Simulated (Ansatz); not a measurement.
# Si2TeH6: up Jacob's ladder to CCSD(T)

How much do the methods differ for Si2TeH6? The plan is to run it at one geometry with functionals of several rungs and with coupled cluster. The yardstick is the atomisation energy at the CCSD(T) limit.

Computed with Ansatz 0.2.0, Gaussian basis. Level: functionals in def2-TZVPP, the program's frozen cores in correlated methods.

Plan: LDA (SPW92), PBE-D4, revPBE-D4, BLYP-D4, r2SCAN-D4, B97M-V, PBE0-D4, B3LYP-D4, r2SCANh-D4, r2SCAN0-D4, HSE06-D4, BHLYP-D4, CAM-B3LYP-D4, LC-ωPBE, ωB97X-V, ωB97M-V, B2PLYP, PBE-QIDH; CCSD(T)/def2-SVP; CCSD(T)/def2-TZVPP; MP2/def2-QZVPP; extrapolation to the limit; RPA on PBE.

## (1) The geometry

The geometry comes from an earlier relaxation with PBE0-D4 in a triple-zeta def2 set; it is a stationary point, not always the lowest conformer. Te takes the def2 core potential; no spin-orbit term is included.

SMILES `[SiH3][SiH2][TeH]`, 9 atoms, charge 0, spin multiplicity 1.

Atoms are counted from 1 here; the program's logs count them from 0.

Bond lengths: Si1–Si2 2.337 Å, Si1–H4 1.487 Å, Si1–H5 1.487 Å, Si1–H6 1.487 Å, Si2–Te3 2.500 Å, Si2–H7 1.487 Å, Si2–H8 1.487 Å, Te3–H9 1.658 Å. Angles: Si2–Si1–H4 110.0°, Si2–Si1–H5 109.8°, Si2–Si1–H6 109.8°, H4–Si1–H5 109.1°, H4–Si1–H6 109.1°, H5–Si1–H6 109.0°, Si1–Si2–Te3 106.5°, Si1–Si2–H7 110.7°, Si1–Si2–H8 110.6°, Te3–Si2–H7 110.4°, Te3–Si2–H8 110.4°, H7–Si2–H8 108.3°, Si2–Te3–H9 92.2°.

Geometry (Å):

```
Si   -0.7175    1.0268   -1.0134
Si    0.1646   -0.8015    0.1449
Te    1.3644    0.1273    2.1317
H    -1.4557    0.5596   -2.2171
H     0.3829    1.9316   -1.4384
H    -1.6497    1.7786   -0.1325
H    -0.9208   -1.7210    0.5789
H     1.1059   -1.5642   -0.7178
H     1.8144   -1.3834    2.6466
```

## (2) LDA

This LDA is Slater exchange with PW92 correlation.

Input file in.yaml:

```yaml
crystal:
  periodic: [false, false, false]
  atoms:
    - {symbol: Si, position_ang: [-0.717518, 1.026836, -1.013446]}
    - {symbol: Si, position_ang: [0.164634, -0.801544, 0.144900]}
    - {symbol: Te, position_ang: [1.364372, 0.127310, 2.131675]}
    - {symbol: H, position_ang: [-1.455707, 0.559591, -2.217116]}
    - {symbol: H, position_ang: [0.382914, 1.931578, -1.438397]}
    - {symbol: H, position_ang: [-1.649681, 1.778566, -0.132477]}
    - {symbol: H, position_ang: [-0.920816, -1.721012, 0.578885]}
    - {symbol: H, position_ang: [1.105872, -1.564244, -0.717837]}
    - {symbol: H, position_ang: [1.814429, -1.383380, 2.646612]}
basis:
  gaussian: {orbitals: def2-TZVPP}
hamiltonian: {xc: lda}
output: {orbitals: {seedname: orbitals}}
```

The run is started by

```bash
$ ansatz run in.yaml --threads 2 --pin off --events-out ev --progress --plain --max-ram 4352MiB
```

Further steps of the session: PBE-D4 (GGA); revPBE-D4 (GGA); BLYP-D4 (GGA); r2SCAN-D4 (meta-GGA); B97M-V (meta-GGA); B3LYP-D4 (hybrid); r2SCANh-D4 (hybrid); r2SCAN0-D4 (hybrid); HSE06-D4 (hybrid); BHLYP-D4 (hybrid); CAM-B3LYP-D4 (range-separated); LC-ωPBE (range-separated); ωB97X-V (range-separated); ωB97M-V (range-separated); B2PLYP (double hybrid); PBE-QIDH (double hybrid); CCSD(T) in def2-SVP; CCSD(T) in def2-TZVPP; MP2 in def2-QZVPP; RPA on PBE orbitals.

Q: Predict the results of all the runs planned. Wanted: atomisation energy, CCSD(T)/CBS; farthest beyond LDA; mean size of error, GGA; mean size of error, meta-GGA; mean size of error, hybrid; mean size of error, range-separated; mean size of error, double hybrid; gap, smallest and largest; T1 diagnostic.

**Answer**, as computed:

```
                               quantity                                               value
        atomisation energy, CCSD(T)/CBS                                      584.3 kcal/mol
functionals within 5.8 kcal/mol (1.0 %)  r2SCAN-D4, B97M-V, B3LYP-D4, CAM-B3LYP-D4, ωB97X-V
                    farthest beyond LDA                          revPBE-D4 (-18.7 kcal/mol)
                mean size of error, GGA                                       14.0 kcal/mol
           mean size of error, meta-GGA                                        3.4 kcal/mol
             mean size of error, hybrid                                        9.4 kcal/mol
    mean size of error, range-separated                                        8.4 kcal/mol
      mean size of error, double hybrid                                       14.9 kcal/mol
              gap, smallest and largest               3.85 eV (BLYP-D4), 10.31 eV (LC-ωPBE)
                          T1 diagnostic                                              0.0116
triples share of the correlation energy                                               2.8 %
```

**Reading.** LDA overbinds by 57.6 kcal/mol (10 %). PBE-D4 misses by -11.1 kcal/mol. Double hybrids carry the basis error of their MP2 part in triple zeta, and no dispersion term here, so their miss is partly the set-up's. Taken by rung, meta-GGA functionals do best (3.4 kcal/mol on average) and double hybrid ones worst beyond LDA (14.9 kcal/mol). Misses under about 5.8 kcal/mol are within the doubt on the reference itself, which lacks core-valence correlation, spin-orbit coupling and higher excitations, and its outer-core shells are covered unevenly. All levels share the lack of spin-orbit coupling, which lowers the free heavy atoms and so the true binding. Hartree-Fock recovers 74 % of the binding; the rest is correlation. CCSD(T) in def2-SVP is off by -49.3 kcal/mol, worse than the median functional, from the basis alone. The gap grows from 3.8 to 10.3 eV across the functionals, mostly with the share of exact exchange. Correlated methods include outer-core shells of Te, which these sets cover unevenly.
